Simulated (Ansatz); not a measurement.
**CH8GeOSi: up Jacob's ladder to CCSD(T)**

The task here is to estimate one member of a computed series from the others.

Method: functionals in def2-TZVPP, the program's frozen cores in correlated methods; program: Ansatz 0.2.0, Gaussian basis.

Plan: LDA (SPW92), PBE-D4, revPBE-D4, BLYP-D4, r2SCAN-D4, B97M-V, PBE0-D4, B3LYP-D4, r2SCANh-D4, r2SCAN0-D4, HSE06-D4, BHLYP-D4, CAM-B3LYP-D4, LC-ωPBE, ωB97X-V, ωB97M-V, B2PLYP, PBE-QIDH; CCSD(T)/def2-SVP; CCSD(T)/def2-TZVPP; MP2/def2-QZVPP; extrapolation to the limit; RPA on PBE.

## The geometry

An earlier PBE0-D4 in a triple-zeta def2 set relaxation fixed the geometry.

SMILES `C[SiH2][GeH2][OH]`, 12 atoms, charge 0, spin multiplicity 1.

Atoms are counted from 1 here; the program's logs count them from 0.

Bond lengths: C1–Si2 1.873 Å, C1–H5 1.092 Å, C1–H6 1.092 Å, C1–H7 1.092 Å, Si2–Ge3 2.389 Å, Si2–H8 1.491 Å, Si2–H9 1.490 Å, Ge3–O4 1.797 Å, Ge3–H10 1.538 Å, Ge3–H11 1.547 Å, O4–H12 0.960 Å. Angles: Si2–C1–H5 110.7°, Si2–C1–H6 111.0°, Si2–C1–H7 110.3°, H5–C1–H6 108.3°, H5–C1–H7 108.0°, H6–C1–H7 108.4°, C1–Si2–Ge3 110.5°, C1–Si2–H8 110.5°, C1–Si2–H9 111.1°, Ge3–Si2–H8 107.7°, Ge3–Si2–H9 109.3°, H8–Si2–H9 107.6°, Si2–Ge3–O4 108.9°, Si2–Ge3–H10 113.3°, Si2–Ge3–H11 113.0°, O4–Ge3–H10 103.1°, O4–Ge3–H11 108.9°, H10–Ge3–H11 109.2° and more.

Geometry (Å):

```tsv
atom	x (Å)	y (Å)	z (Å)
C1	-0.91998	1.65113	0.13573
Si2	-0.19247	0.17702	1.03432
Ge3	1.19008	-1.10023	-0.43714
O4	0.20712	-1.63222	-1.84386
H5	-0.13112	2.33256	-0.18984
H6	-1.60506	2.20375	0.78235
H7	-1.46940	1.32282	-0.74917
H8	-1.27647	-0.71912	1.53014
H9	0.61046	0.60932	2.21327
H10	2.31185	-0.27338	-1.08878
H11	1.80658	-2.34590	0.24197
H12	-0.45460	-2.28095	-1.59491
```

Set-up of the first run:

The input, in.yaml:

```yaml
crystal:
  periodic: [false, false, false]
  atoms:
    - {symbol: C, position_ang: [-0.919979, 1.651128, 0.135729]}
    - {symbol: Si, position_ang: [-0.192470, 0.177020, 1.034324]}
    - {symbol: Ge, position_ang: [1.190082, -1.100234, -0.437137]}
    - {symbol: O, position_ang: [0.207123, -1.632222, -1.843859]}
    - {symbol: H, position_ang: [-0.131118, 2.332564, -0.189835]}
    - {symbol: H, position_ang: [-1.605058, 2.203745, 0.782352]}
    - {symbol: H, position_ang: [-1.469402, 1.322824, -0.749166]}
    - {symbol: H, position_ang: [-1.276470, -0.719117, 1.530140]}
    - {symbol: H, position_ang: [0.610457, 0.609324, 2.213270]}
    - {symbol: H, position_ang: [2.311855, -0.273383, -1.088776]}
    - {symbol: H, position_ang: [1.806577, -2.345901, 0.241970]}
    - {symbol: H, position_ang: [-0.454598, -2.280949, -1.594912]}
basis:
  gaussian: {orbitals: def2-TZVPP}
hamiltonian: {xc: lda}
output: {orbitals: {seedname: orbitals}}
```

Command:

```bash
$ ansatz run in.yaml --threads 4 --pin off --events-out ev --progress --plain --max-ram 10444MiB
```

Among the steps run: LDA; PBE-D4 (GGA); revPBE-D4 (GGA); BLYP-D4 (GGA); r2SCAN-D4 (meta-GGA); B97M-V (meta-GGA); B3LYP-D4 (hybrid); r2SCANh-D4 (hybrid); r2SCAN0-D4 (hybrid); HSE06-D4 (hybrid); BHLYP-D4 (hybrid); CAM-B3LYP-D4 (range-separated); LC-ωPBE (range-separated); ωB97X-V (range-separated); ωB97M-V (range-separated); B2PLYP (double hybrid); PBE-QIDH (double hybrid).

One table of the session follows, with a row left open; its other results are not shown here.

It belongs to the step «Orbital energies across the functionals». 

```
  functional  HOMO (eV)  gap (eV)
 LDA (SPW92)      -6.33      5.02
      PBE-D4      -6.22      5.13
   revPBE-D4      -6.17      5.20
     BLYP-D4      -6.11      5.12
   r2SCAN-D4      -6.51      5.74
      B97M-V      -6.65      5.71
     PBE0-D4          ?         ?
    B3LYP-D4      -7.30      6.82
  r2SCANh-D4      -6.99      6.51
  r2SCAN0-D4      -7.70      7.63
    HSE06-D4      -7.11      6.50
    BHLYP-D4      -8.66      9.25
CAM-B3LYP-D4      -8.81      9.54
     LC-ωPBE     -10.09     12.02
     ωB97X-V      -9.78     11.53
     ωB97M-V      -9.61     11.07
```

Estimate the missing values for PBE0-D4.

**Answer.** HOMO (eV): -7.51; gap (eV): 7.27. In the column «HOMO (eV)» it lies between r2SCAN0-D4 (-7.70) and B3LYP-D4 (-7.30).
